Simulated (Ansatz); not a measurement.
# TiRh: the cost of one run

Computed with Ansatz 0.2.0 (DFT PBEsol, scalar-relativistic, unless a step's input says otherwise).

### 1 The system as given

Symmetry: P4/mmm, No. 123, tetragonal system. The conventional cell has a = 2.988 Å, b = 2.988 Å, c = 3.350 Å, α = 90.00°, β = 90.00°, γ = 90.00°. Around Ti (site symmetry 4/mmm) lie 8 Rh at 2.70 Å and 4 Ti at 2.99 Å. Rh (site symmetry 4/mmm) is surrounded by 8 Ti at 2.70 Å and 4 Rh at 2.99 Å.

Structure file:

```
Ti Rh
1.0
     2.98800    0.00000    0.00000
     0.00000    2.98800    0.00000
     0.00000    0.00000    3.35000
Ti Rh
1 1
Direct
  0.50000 0.50000 0.50000
  0.00000 0.00000 0.00000
```

The geometry is a database entry used as it stands. It may stem from high pressure or temperature, or be incomplete, so it serves as a test cell.

Atoms are numbered in the order of the input: Ti1, Rh2.

### 2 Volume × 0.94, LAPW

input.yaml

```yaml
crystal:
  lattice:
    - [2.9270032928, 0.0, 0.0]
    - [0.0, 2.9270032928, 0.0]
    - [0.0, 0.0, 3.2816134642]
  atoms:
    - { symbol: Ti, position: [0.5, 0.5, 0.5] }
    - { symbol: Rh, position: [0.0, 0.0, 0.0] }
kpoints:
  mp_grid: { grid: [11, 11, 10] }
  band_path:
    path:
      - [0.0, 0.0, 0.0]
      - [0.0, 0.5, 0.0]
      - [0.5, 0.5, 0.0]
      - [0.0, 0.0, 0.0]
      - [0.0, 0.0, 0.5]
      - [0.0, 0.5, 0.5]
      - [0.5, 0.5, 0.5]
      - [0.0, 0.0, 0.5]
      - [0.0, 0.5, 0.0]
    npoints: 5
scf:
  occupations: { method: fermi_dirac, width: 0.05 }
hamiltonian:
  xc: pbesol
  pseudopotentials: { kind: all_electron, lapw: { basis_error: 0.001 } }
output:
  forces: true
  stress: true
  eigenvalues: true
```

The run is started by

```console
$ ansatz run input.yaml --threads 1 --pin off --max-ram 3072MiB --backend cpu --events-out ev --progress --plain --runs-dir out
```

What time and memory should one allow on 1 thread of Intel Xeon 6975P-C (Granite Rapids), shared host?

About 17 s, with a peak of 0.52 GiB.
